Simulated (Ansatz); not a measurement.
# CH5BO2Si: the cost of one run

Method: RKS PBE0/6-31G*, in Ansatz 0.2.0.

## 1. The structure to begin with

Bond lengths: C1–Si2 1.830 Å, Si2–O3 1.658 Å, Si2–B4 2.055 Å, O3–B4 1.490 Å, B4–O5 1.439 Å, C1–H6 1.139 Å, C1–H7 1.144 Å, C1–H8 1.048 Å, Si2–H9 1.513 Å, O5–H10 0.957 Å. Angles (14 of 17 angles, heavy atoms first): C1–Si2–O3 106.6°, C1–Si2–B4 116.8°, O3–Si2–B4 45.8°, Si2–O3–B4 81.3°, Si2–B4–O3 52.9°, Si2–B4–O5 142.4°, O3–B4–O5 150.2°, C1–Si2–H9 120.3°, O3–Si2–H9 109.3°, B4–Si2–H9 122.5°, Si2–C1–H6 110.2°, Si2–C1–H7 107.8°, Si2–C1–H8 112.3°, B4–O5–H10 106.1°.

As a file:

```xyz
10

C    -1.4312   -0.5440    0.1227
Si    0.0927    0.0294    0.9577
O     1.3488   -0.8205    0.2874
B     1.6794    0.5302   -0.2486
O     2.0524    1.3811   -1.3475
H    -1.4421   -0.1939   -0.9608
H    -2.3179   -0.0014    0.6012
H    -1.5515   -1.5828    0.1862
H     0.2032   -0.0214    2.4657
H     1.4494    1.1722   -2.0611
```

## 2. End point A

input.yaml

```yaml
crystal:
  periodic: [false, false, false]
  atoms:
    - { symbol: C, position_ang: [-1.4312, -0.544, 0.1227] }
    - { symbol: Si, position_ang: [0.0927, 0.0294, 0.9577] }
    - { symbol: O, position_ang: [1.3488, -0.8205, 0.2874] }
    - { symbol: B, position_ang: [1.6794, 0.5302, -0.2486] }
    - { symbol: O, position_ang: [2.0524, 1.3811, -1.3475] }
    - { symbol: H, position_ang: [-1.4421, -0.1939, -0.9608] }
    - { symbol: H, position_ang: [-2.3179, -0.0014, 0.6012] }
    - { symbol: H, position_ang: [-1.5515, -1.5828, 0.1862] }
    - { symbol: H, position_ang: [0.2032, -0.0214, 2.4657] }
    - { symbol: H, position_ang: [1.4494, 1.1722, -2.0611] }
basis:
  gaussian: { orbitals: "6-31G*" }
hamiltonian:
  xc: pbe0
relax:
  f_tol: 0.015
  max_steps: 40
```

Started as:

```
$ ansatz run input.yaml --threads 1 --pin off --max-ram 2048MiB --backend cpu --events-out ev --progress --plain --runs-dir out
```

Q: Estimate wall time and peak memory on 1 thread of Arm Neoverse N1, shared host.

About 2.3 min, with a peak of 0.18 GiB.
